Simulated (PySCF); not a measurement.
**Be₃N: relaxation and vibrations of the quartet**

Where does quartet Be₃N go from a T-shaped start, is the end point a minimum, and what are its modes, charges and moments?

Computed with PySCF 2.14.0. Level: PBE0, basis N def2-TZVP, Be def2-TZVP, no relativity, density fitting.

## Step 1: The starting structure

4 atoms, charge 0, spin multiplicity 4.

Bond lengths: N1–Be2 1.730 Å, N1–Be3 1.730 Å, N1–Be4 1.730 Å. Angles: Be2–N1–Be3 88.0°, Be2–N1–Be4 88.0°, Be3–N1–Be4 176.0°.

Coordinates in bohr (charge 0 multiplicity 4):
```
N     0.0000    0.0000   -0.7680
Be    0.0000    0.0000    2.5012
Be    3.2671    0.0000   -0.6539
Be   -3.2671    0.0000   -0.6539
```

## Step 2: Relaxation: T-shaped start, quartet

One driver script runs all steps and calls PySCF; scf.py shows how it sets up the SCF of each step. The optimiser is the driver's own. Before each start the driver seeks the lowest SCF state from one or more starting densities and follows internal instabilities, so scf.py alone need not reach the same state.

The program finds C2v symmetry in the start, which this walk keeps. Threshold on the gradient: 0.0003 Eh/bohr, with a further test on the energy change.

scf.py

```python
from pyscf import gto, scf, dft
mol = gto.M(atom='''
N      0.000000     0.000000    -0.406430
Be     0.000000     0.000000     1.323570
Be     1.728900    -0.000000    -0.346030
Be    -1.728900     0.000000    -0.346030''',
    basis={'N': 'def2-TZVP', 'Be': 'def2-TZVP'},
    charge=0, spin=3)
mf = dft.UKS(mol, xc='PBE0')
mf.grids.atom_grid = (50, 194)
aux = {'N': 'def2-universal-JKFIT', 'Be': 'def2-universal-JKFIT'}
mf = mf.density_fit(auxbasis=aux)
mf.kernel()
```

The runs that follow: Hessian and properties.

**Question.** What will these runs give? Wanted: minimum; geometry; wavenumbers; dipole moment; highest occupied, lowest empty level; polar-tensor charge of N1; zero-point energy; atomisation energy; ⟨S²⟩.

As calculated:

| quantity | value |
| --- | --- |
| minimum | quartet, D3h |
| geometry | N–Be 1.508 Å (×3); Be–N–Be 120.0° (×3) |
| wavenumbers (cm⁻¹) | 195 (a2''), 218 (e'), 892 (a1'), 1189 (e') |
| dipole moment | 0.00 D |
| highest occupied, lowest empty level (either spin) | -5.55, -2.52 eV |
| polar-tensor charge of N1 | -0.67 e |
| zero-point energy | 23.3 kJ/mol |
| entropy at 298.15 K | 272.6 J/(mol K) |
| atomisation energy (no zero-point energy) | 945 kJ/mol |
| ⟨S²⟩ | 3.753 |

In words: From C2v at the start the molecule goes to a D3h minimum. The strongest infrared band lies at 1189 cm⁻¹ (e', stretch). The dipole vanishes although N1 carries -0.7 e by the polar tensor: the bond dipoles cancel. Only this shape and spin were tried, so other structures or states may lie lower.
